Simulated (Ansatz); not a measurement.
# LiTc12: the cost of one run

Program: Ansatz 0.2.0. Level of theory: DFT PBE+D3(BJ), plane waves, PAW, scalar-relativistic, no spin polarisation. These are calculated values, not measurements.

1 further run of the same task is left out (it didn't finish).

## 1. The structure to begin with

The cell holds 13 atoms (LiTc12): a = 5.480 Å, b = 8.220 Å, c = 4.395 Å, α = 90.00°, β = 90.00°, γ = 120.00°.

Structure file:

```cif
data_structure
_symmetry_space_group_name_H-M 'P 1'
_symmetry_Int_Tables_number 1
_cell_length_a 5.4800
_cell_length_b 8.2200
_cell_length_c 4.3950
_cell_angle_alpha 90.000
_cell_angle_beta 90.000
_cell_angle_gamma 120.000
_cell_volume 171.45
loop_
_atom_site_label
_atom_site_type_symbol
_atom_site_fract_x
_atom_site_fract_y
_atom_site_fract_z
_atom_site_occupancy
Tc1 Tc 0.00000 0.00000 0.00000 1
Tc2 Tc 0.16667 0.22222 0.50000 1
Tc3 Tc 0.00000 0.33333 0.00000 1
Tc4 Tc 0.16667 0.55556 0.50000 1
Tc5 Tc 0.00000 0.66667 0.00000 1
Tc6 Tc 0.16667 0.88889 0.50000 1
Tc7 Tc 0.50000 0.00000 0.00000 1
Tc8 Tc 0.66667 0.22222 0.50000 1
Tc9 Tc 0.50000 0.33333 0.00000 1
Tc10 Tc 0.66667 0.55556 0.50000 1
Tc11 Tc 0.50000 0.66667 0.00000 1
Tc12 Tc 0.66667 0.88889 0.50000 1
Li1 Li 0.32904 0.78508 0.76126 1
```

## 2. Relaxing end A

File input.yaml:

```yaml
crystal:
  lattice:
    - [5.48, 0.0, 0.0]
    - [-4.11, 7.118729, 0.0]
    - [0.0, 0.0, 4.39496]
  atoms:
    - { symbol: Tc, position: [0.0, 0.0, 0.0] }
    - { symbol: Tc, position: [0.1666667, 0.2222222, 0.5] }
    - { symbol: Tc, position: [0.0, 0.3333333, 0.0] }
    - { symbol: Tc, position: [0.1666667, 0.5555556, 0.5] }
    - { symbol: Tc, position: [0.0, 0.6666667, 0.0] }
    - { symbol: Tc, position: [0.1666667, 0.8888889, 0.5] }
    - { symbol: Tc, position: [0.5, 0.0, 0.0] }
    - { symbol: Tc, position: [0.6666667, 0.2222222, 0.5] }
    - { symbol: Tc, position: [0.5, 0.3333333, 0.0] }
    - { symbol: Tc, position: [0.6666667, 0.5555556, 0.5] }
    - { symbol: Tc, position: [0.5, 0.6666667, 0.0] }
    - { symbol: Tc, position: [0.6666667, 0.8888889, 0.5] }
    - { symbol: Li, position: [0.3290367, 0.7850772, 0.761257] }
basis:
  ecutwfc: 600.0
kpoints:
  mp_grid: { grid: [4, 3, 4] }
hamiltonian:
  xc: pbe
  dispersion: d3bj
scf:
  occupations: { method: gaussian, width: 0.15 }
  lower_state_search: "off"
relax:
  f_tol: 0.03
  max_steps: 60
  adjacent_minimum: "off"
```

Launch:

```console
$ ansatz run input.yaml --threads 4 --pin off --max-ram 10240MiB --backend cpu --events-out ev --progress --plain --runs-dir out
```

Q: Estimate wall time and peak memory on 4 threads of Intel Xeon Platinum 8259CL at 2.50GHz (Skylake/Cascade Lake), shared host.

About 91 s, with a peak of 1.4 GiB.
